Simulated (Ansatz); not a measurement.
# C2H9AlSi (SMILES C[SiH](C)[AlH2]): B3LYP/6-31G(d) (spherical functions)

Aim: the energy change on altering one bond length of C2H9AlSi at B3LYP/6-31G* (spherical functions), from 2 runs. 

The results are computed with Ansatz 0.2.0.

45 further runs of the same task are left out: 45 set aside as unsound or not needed. Runs told in other sessions of the task aren't counted.

## Step 1: The structure to begin with

C2H9AlSi: 13 atoms, total charge 0, spin state singlet. As SMILES, `C[SiH](C)[AlH2]`. Geometry: relaxed at PBE0-D4/def2-TZVP.

Bond lengths: C1–Si2 1.884 Å, Si2–C3 1.884 Å, Si2–Al4 2.463 Å, C1–H5 1.092 Å, C1–H6 1.093 Å, C1–H7 1.093 Å, Si2–H8 1.501 Å, C3–H9 1.093 Å, C3–H10 1.093 Å, C3–H11 1.092 Å, Al4–H12 1.594 Å, Al4–H13 1.594 Å. Some angles: C1–Si2–C3 110.0°, C1–Si2–Al4 112.9°, C3–Si2–Al4 112.9°, C1–Si2–H8 107.4°, C3–Si2–H8 107.4°, Al4–Si2–H8 105.9°, Si2–C1–H5 111.2°, Si2–C1–H6 111.1°, Si2–C1–H7 110.7°, Si2–C3–H9 110.7°.

## Step 2: The energy at B3LYP/6-31G(d) (spherical functions)

run.yaml

```yaml
crystal:
  periodic: [false, false, false]
  atoms:
    - {symbol: C, position_ang: [-0.866600, 1.411600, -0.714500]}
    - {symbol: Si, position_ang: [-0.138800, -0.288000, -0.351000]}
    - {symbol: C, position_ang: [1.742200, -0.215000, -0.436200]}
    - {symbol: Al, position_ang: [-0.964000, -1.250200, 1.760500]}
    - {symbol: H, position_ang: [-1.958500, 1.381800, -0.711700]}
    - {symbol: H, position_ang: [-0.550700, 2.142800, 0.033900]}
    - {symbol: H, position_ang: [-0.539400, 1.770100, -1.694100]}
    - {symbol: H, position_ang: [-0.602000, -1.216600, -1.435400]}
    - {symbol: H, position_ang: [2.070400, 0.143000, -1.415700]}
    - {symbol: H, position_ang: [2.144200, 0.462300, 0.321500]}
    - {symbol: H, position_ang: [2.182900, -1.200600, -0.270400]}
    - {symbol: H, position_ang: [-0.100900, -2.306700, 2.585400]}
    - {symbol: H, position_ang: [-2.398600, -0.869500, 2.342400]}
basis:
  gaussian: {orbitals: 6-31G_st_-spherical.json}
hamiltonian: {xc: {name: B3LYP}}
accuracy: high
output: {orbitals: {seedname: orbitals}}
```

The basis set 6-31G* is read from a file made from the Basis Set Exchange's data (not shown).

On the command line:

```bash
ansatz run run.yaml --threads 1 --pin off --max-ram 2610MiB --events-out events.jsonl --progress --plain --runs-dir runs
```

The program printed:

```text
Warning: RAYON_NUM_THREADS=1 ignored (pool sized by the plan → 1); use --threads N
Functional definition: B3LYP
  name "B3LYP"
  parameter a0 = 0.2
  parameter ax = 0.72
  parameter ac = 0.81
  exchange = (1 - a0 - ax)*slater_x + ax*b88_x + a0*exact_x
  correlation = (1 - ac)*vwn_rpa_c + ac*lyp_c
1986 factors; integrals over basis functions are off by at most 3.9e-9 eV
mean field evaluation 1: about -16687.3340 eV, gradient 5.7e1 eV
mean field evaluation 2: about -16682.8984 eV, gradient 6.7e1 eV
mean field evaluation 4: about -16695.3560 eV, gradient 1.1e0 eV
mean field evaluation 8: about -16695.5592 eV, gradient 9.8e-2 eV
mean field evaluation 16: about -16695.5592 eV, gradient 1.1e-5 eV
mean field -16695.55922608 eV, -613.5504849018 hartree, gradient 2.6e-8 eV, S^2 0.000000; 0 other end points of the search recorded, 0 dependent functions left out
reference -16695.55927443 eV, -613.5504866788 hartree; 24, 24 occupied and 58, 58 virtual orbitals, 1986 factors
Total energy: -16695.55927443 eV, -613.5504866788 hartree
```

Run time: 10 s. Hardware: 1 thread of Intel Xeon Platinum 8259CL at 2.50GHz (Skylake/Cascade Lake), shared host; peak memory 0.32 GiB.

## Step 3: The distorted shape, same level

molecule.yaml

```yaml
crystal:
  periodic: [false, false, false]
  atoms:
    - symbol: C
      position_ang: [-0.926884, 1.310033, -0.828124]
    - symbol: Si
      position_ang: [-0.199084, -0.389567, -0.464624]
    - symbol: C
      position_ang: [1.681916, -0.316567, -0.549824]
    - symbol: Al
      position_ang: [-1.024284, -1.351767, 1.646876]
    - symbol: H
      position_ang: [-2.018784, 1.280233, -0.825324]
    - symbol: H
      position_ang: [-0.610984, 2.041233, -0.079724]
    - symbol: H
      position_ang: [-0.599684, 1.668533, -1.807724]
    - symbol: H
      position_ang: [-0.662284, -1.318167, -1.549024]
    - symbol: H
      position_ang: [2.010116, 0.041433, -1.529324]
    - symbol: H
      position_ang: [2.144200, 0.462300, 0.321500]
    - symbol: H
      position_ang: [2.122616, -1.302167, -0.384024]
    - symbol: H
      position_ang: [-0.161184, -2.408267, 2.471776]
    - symbol: H
      position_ang: [-2.458884, -0.971067, 2.228776]
basis:
  gaussian: {orbitals: 6-31G_st_-spherical.json}
hamiltonian: {xc: {name: B3LYP}}
accuracy: high
output: {orbitals: {seedname: orbitals}}
```

The basis set 6-31G* is read from a file made from the Basis Set Exchange's data (not shown).

On the command line:

```bash
ansatz run molecule.yaml --threads 1 --pin off --max-ram 2610MiB --events-out events.jsonl --progress --plain --runs-dir runs
```

The program printed (excerpt; [...] marks lines left out):

```text
Warning: RAYON_NUM_THREADS=1 ignored (pool sized by the plan → 1); use --threads N
[... 7 set-up lines as earlier in the session ...]
1989 factors; integrals over basis functions are off by at most 3.9e-9 eV
mean field evaluation 1: about -16687.2510 eV, gradient 5.6e1 eV
mean field evaluation 2: about -16682.4790 eV, gradient 6.7e1 eV
mean field evaluation 4: about -16695.0479 eV, gradient 1.3e0 eV
mean field evaluation 8: about -16695.2453 eV, gradient 1.1e-1 eV
mean field evaluation 16: about -16695.2453 eV, gradient 5.0e-6 eV
mean field -16695.24532184 eV, -613.5389491338 hartree, gradient 5.5e-8 eV, S^2 0.000000; 0 other end points of the search recorded, 0 dependent functions left out
reference -16695.24537056 eV, -613.5389509244 hartree; 24, 24 occupied and 58, 58 virtual orbitals, 1989 factors
Total energy: -16695.24537056 eV, -613.5389509244 hartree
```

Run time: 11 s. Hardware: 1 thread of Intel Xeon Platinum 8259CL at 2.50GHz (Skylake/Cascade Lake), shared host; peak memory 0.32 GiB.

## Step 4: Summary of results

Level: B3LYP/6-31G* (spherical functions).

| quantity | value |
| --- | --- |
| first shape: total energy | -613.55049 Eh |
| first shape: HOMO energy | -6.69 eV |
| first shape: LUMO energy | -1.95 eV |
| first shape: HOMO–LUMO gap | 4.74 eV |
| distorted shape: total energy | -613.53895 Eh |
| distorted shape: HOMO energy | -6.70 eV |
| distorted shape: LUMO energy | -1.95 eV |
| distorted shape: HOMO–LUMO gap | 4.75 eV |
| energy change with the C3–H10 bond stretched from 1.093 to 1.257 Å | 0.314 eV |

**Reading.** With the C3–H10 bond stretched from 1.093 to 1.257 Å the energy rises by 0.31 eV (30.3 kJ/mol). The first shape isn't relaxed at this level, so the change isn't measured from a minimum.
